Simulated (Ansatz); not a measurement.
# BBrF2H2O: the cost of one run

Program: Ansatz 0.2.0. Level of theory: RKS r2SCAN-D4/def2-SVP. These are calculated values, not measurements.

## Step 1: Reference run: BBrF₂H₂O, relaxed

input.yaml reads:

```yaml
crystal:
  periodic: [false, false, false]
  atoms:
    - { symbol: B, position_ang: [-0.496166, -0.370742, -0.425844] }
    - { symbol: Br, position_ang: [-1.282074, 1.140664, 1.23738] }
    - { symbol: F, position_ang: [-0.516519, 0.217558, -1.617936] }
    - { symbol: F, position_ang: [-0.999368, -1.571263, -0.205351] }
    - { symbol: H, position_ang: [0.595472, 0.488513, 1.113449] }
    - { symbol: O, position_ang: [1.116218, -0.271978, 0.240636] }
    - { symbol: H, position_ang: [1.582437, 0.367348, -0.342333] }
basis:
  gaussian: { orbitals: def2-SVP }
hamiltonian:
  xc: r2scan
  dispersion: d4
output:
  forces: true
relax:
  f_tol: 0.02
  max_steps: 120
  constraints:
    - { distance: [0, 5] }
    - { distance: [1, 4] }
    - { distance: [0, 1] }
    - { distance: [4, 5] }
  escape_saddle: false
```

Started as:

```
$ ansatz run input.yaml --threads 1 --pin off --max-ram 2560MiB --backend cpu --events-out ev --progress --plain --runs-dir out
```

Q: Estimate wall time and peak memory on 1 thread of Arm Neoverse V2, shared host.

About 28 s, with a peak of 0.16 GiB.
